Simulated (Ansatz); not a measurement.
# Ni (reference phase): the cost of one run

Computed with Ansatz 0.2.0 (DFT LDA, with the methods named in each step, unless a step's input says otherwise).

### 1 The structure to begin with

Symmetry: Fm-3m, No. 225, cubic system. The conventional cell has a = 3.524 Å, b = 3.524 Å, c = 3.524 Å, α = 90.00°, β = 90.00°, γ = 90.00°. Ni (site symmetry m-3m) has 12 Ni at 2.49 Å as nearest neighbours.

Coordinates:

```cif
data_structure
_symmetry_space_group_name_H-M 'P 1'
_symmetry_Int_Tables_number 1
_cell_length_a 2.4918
_cell_length_b 2.4918
_cell_length_c 2.4918
_cell_angle_alpha 60.000
_cell_angle_beta 60.000
_cell_angle_gamma 60.000
_cell_volume 10.94
loop_
_atom_site_label
_atom_site_type_symbol
_atom_site_fract_x
_atom_site_fract_y
_atom_site_fract_z
_atom_site_occupancy
Ni1 Ni 0.00000 0.00000 0.00000 1
```

### 2 Relaxed, PAW

Input file input.yaml:

```yaml
crystal:
  lattice:
    - [0.0, 1.761935, 1.761935]
    - [1.761935, 0.0, 1.761935]
    - [1.761935, 1.761935, 0.0]
  atoms:
    - { symbol: Ni, position: [0.0, 0.0, 0.0], spin: 1.0 }
magnetization:
  spin_polarized: true
kpoints:
  mp_grid: { grid: [25, 25, 25] }
scf:
  occupations: { method: fermi_dirac, width: 0.05 }
hamiltonian:
  xc: lda
  pseudopotentials: { kind: paw }
output:
  forces: true
  stress: true
relax:
  f_tol: 0.003
  max_steps: 80
  cell: {}
```

Command:

```sh
> ansatz run input.yaml --threads 4 --pin off --max-ram 10240MiB --backend cpu --events-out ev --progress --plain --runs-dir out
```

Q: Estimate wall time and peak memory on 4 threads of Arm Neoverse V2, shared host.

About 12 s, with a peak of 0.42 GiB.
